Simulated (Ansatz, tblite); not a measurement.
## A script for Mg2SO (GFN2-xTB)

These are simulated results from tblite 0.8.0, not measurements. The cell was built from a prototype and was relaxed with r2SCAN in plane waves (Ansatz 0.2.0). It may be hypothetical. All runs are without spin polarisation.

Space group P-4m2 (No. 115), tetragonal; conventional cell a = 3.675 Å, c = 4.884 Å, 16.49 Å³ an atom. O has 4 Mg at 2.06 Å; Mg has 2 O at 2.06 Å and 2 S at 2.38 Å; S has 4 Mg at 2.38 Å.

tblite solves periodic systems at the zone centre alone, so the script builds a cluster of 3×3×2 conventional cells (72 atoms), which folds in a coarse mesh of k points.

Input script:

```python
import json
from ase import Atoms
from ase.build import make_supercell
from ase.units import Bohr, GPa, Hartree
from tblite.interface import Calculator

atoms = Atoms(['O', 'Mg', 'S', 'Mg'],
              cell=[[3.674865, -0.0, 0.0], [-0.0, 3.674865, 0.0], [0.0, 0.0, 4.883969]],
              scaled_positions=[[-0.0, -0.0, -0.0], [0.0, 0.5, 0.811317], [0.5, 0.5, 0.5], [0.5, -0.0, 0.188683]],
              pbc=True)
cluster = make_supercell(atoms, [[3, 0, 0], [0, 3, 0], [0, 0, 2]])
calc = Calculator('GFN2-xTB', cluster.numbers, cluster.positions / Bohr, lattice=cluster.cell[:] / Bohr, periodic=cluster.pbc)
calc.set('temperature', 0.02 / Hartree)
calc.set('max-iter', 150)
res = calc.singlepoint()
levels = res.get('orbital-energies') * Hartree
nv = round(res.get('orbital-occupations').sum() / 2)
cells = len(cluster) // len(atoms)
out = {'energy_per_cell': res.get('energy') * Hartree / cells, 'homo': levels[nv - 1], 'lumo': levels[nv],
       'stress': (-res.get('virial') * Hartree / cluster.get_volume() / GPa).tolist(), 'charges': res.get('charges')[:len(atoms)].tolist(), 'electrons': 2 * nv / cells}
json.dump(out, open('results.json', 'w'))
for key, value in out.items():
    print(key, value)
```

Command: `python run.py`. It took 9.9 s on 1 thread of Arm Neoverse V2 (shared host), peak memory 0.13 GiB.

What it printed:

```
------------------------------------------------------------
  cycle        total energy    energy error   density error
------------------------------------------------------------
      1     -139.6114176481  -1.3994507E+02   5.1537274E-01
      2     -153.0552745001  -1.3443857E+01   2.2702435E-01
      3     -154.3983505959  -1.3430761E+00   1.8336102E-01
      4     -153.3304646109   1.0678860E+00   1.6333458E-01
      5     -154.4982140980  -1.1677495E+00   1.2150658E-01
      6     -155.5741423608  -1.0759283E+00   3.9667889E-02
      7     -155.6649808201  -9.0838459E-02   2.6493789E-02
      8     -155.6678831927  -2.9023727E-03   2.5930848E-02
      9     -155.6727553483  -4.8721556E-03   2.4873483E-02
     10     -155.6814020247  -8.6466764E-03   2.2926185E-02
     11     -155.7100199887  -2.8617964E-02   1.1613056E-02
     12     -155.7173276936  -7.3077049E-03   4.0314631E-03
     13     -155.7179059951  -5.7830153E-04   2.6781255E-03
     14     -155.7180570864  -1.5109128E-04   1.9813326E-03
     15     -155.7182198099  -1.6272354E-04   1.3492671E-03
     16     -155.7182713879  -5.1578029E-05   1.0831945E-03
     17     -155.7183024449  -3.1057012E-05   8.7267758E-04
     18     -155.7183221252  -1.9680295E-05   7.2188340E-04
     19     -155.7183412584  -1.9133183E-05   5.8397133E-04
     20     -155.7183363332   4.9252562E-06   6.2037178E-04
     21     -155.7183400140  -3.6808123E-06   5.9403138E-04
     22     -155.7183596532  -1.9639197E-05   3.0369917E-04
     23     -155.7183615519  -1.8987529E-06   2.6138646E-04
     24     -155.7183615806  -2.8625948E-08   2.6064277E-04
     25     -155.7183610713   5.0920676E-07   2.7241008E-04
     26     -155.7183632952  -2.2239037E-06   1.8858162E-04
     27     -155.7183630807   2.1454028E-07   1.5735452E-04
     28     -155.7183617082   1.3725184E-06   1.5463314E-04
     29     -155.7183619458  -2.3760231E-07   1.4067842E-04
     30     -155.7183627340  -7.8824158E-07   1.0731984E-04
     31     -155.7183631595  -4.2548112E-07   8.5936262E-05
     32     -155.7183634119  -2.5240516E-07   7.0664188E-05
     33     -155.7183634463  -3.4365229E-08   6.8372056E-05
     34     -155.7183636142  -1.6791776E-07   5.3600542E-05
     35     -155.7183637603  -1.4607983E-07   3.8985449E-05
     36     -155.7183637477   1.2620148E-08   4.0335781E-05
     37     -155.7183637842  -3.6501973E-08   3.6626676E-05
     38     -155.7183637200   6.4158570E-08   4.2322599E-05
     39     -155.7183636533   6.6661613E-08   4.6601273E-05
     40     -155.7183636242   2.9159764E-08   4.8230336E-05
     41     -155.7183636372  -1.3013562E-08   4.6806874E-05
     42     -155.7183636853  -4.8117556E-08   4.2987527E-05
     43     -155.7183636432   4.2067569E-08   4.6749275E-05
     44     -155.7183637388  -9.5537672E-08   3.8831278E-05
     45     -155.7183637812  -4.2419771E-08   3.0038270E-05
     46     -155.7183637862  -5.0184497E-09   2.8501095E-05
     47     -155.7183637660   2.0221705E-08   3.8768480E-05
     48     -155.7183637221   4.3880817E-08   4.5886993E-05
     49     -155.7183637115   1.0591918E-08   3.9238606E-05
     50     -155.7183637147  -3.1199363E-09   3.8170615E-05
     51     -155.7183636907   2.3943812E-08   4.1618684E-05
     52     -155.7183636599   3.0843580E-08   4.4011798E-05
     53     -155.7183636494   1.0424714E-08   4.0126311E-05
     54     -155.7183636808  -3.1325527E-08   3.6254898E-05
     55     -155.7183637101  -2.9330835E-08   3.1781480E-05
     56     -155.7183636887   2.1398307E-08   3.5694474E-05
     57     -155.7183636915  -2.8077523E-09   3.5784307E-05
     58     -155.7183637790  -8.7447205E-08   1.6145664E-05
------------------------------------------------------------

 total:                                   9.386 sec
energy_per_cell -235.4062504373282
homo -13.206881013905347
lumo -13.206879592014497
stress [[-9.70288699435807, -4.945211227570726e-06, -4.480242674525206e-06], [-4.945211227500027e-06, -9.702903044671208, 3.8025158471692584e-07], [-4.480242674608558e-06, 3.8025158468855876e-07, -4.499964733718561]]
charges [-0.4645441403616877, 0.42153271359221556, -0.37850181684567036, 0.42154423180871436]
electrons 16.0
```

The cycle table is in hartree for the whole cluster, and the lines after it are in eV (the energy for one cell). The printed stress is in GPa and positive in compression, and the pressure is its mean diagonal.

GFN2-xTB gives no gap at the points read. On the same cell, plane-wave PBE (Ansatz, 8×8×6 k points and the special points) gives a gap of 1.64 eV and r2SCAN a gap of 2.19 eV; on shared hosts these took about 7.7 and 18 core-seconds on the 4-atom cell, against 9.9 for the script. Semilocal gaps usually lie below measured ones. This method closes a gap that PBE finds, a failure in kind.

The same script was run on cells scaled at fixed shape and fractional coordinates:

| volume (Å³/atom) | energy (meV/atom) | pressure (GPa, positive in compression) | gap (eV) |
| --- | --- | --- | --- |
| 14.51 | -73.9 | -3.42 | 0.02 |
| 15.50 | -43.7 | -6.14 | 0.00 |
| 16.49 | 0.0 | -7.97 | 0.00 |
| 17.48 | 53.2 | -9.23 | 0.00 |
| 18.47 | 113.0 | -10.14 | 0.00 |

The minimum lies beyond the smallest of these volumes.

xTB was fitted mostly to molecules, and a small cluster samples few k points, so gaps, pressures and kinks along a curve can be far from a solid's.
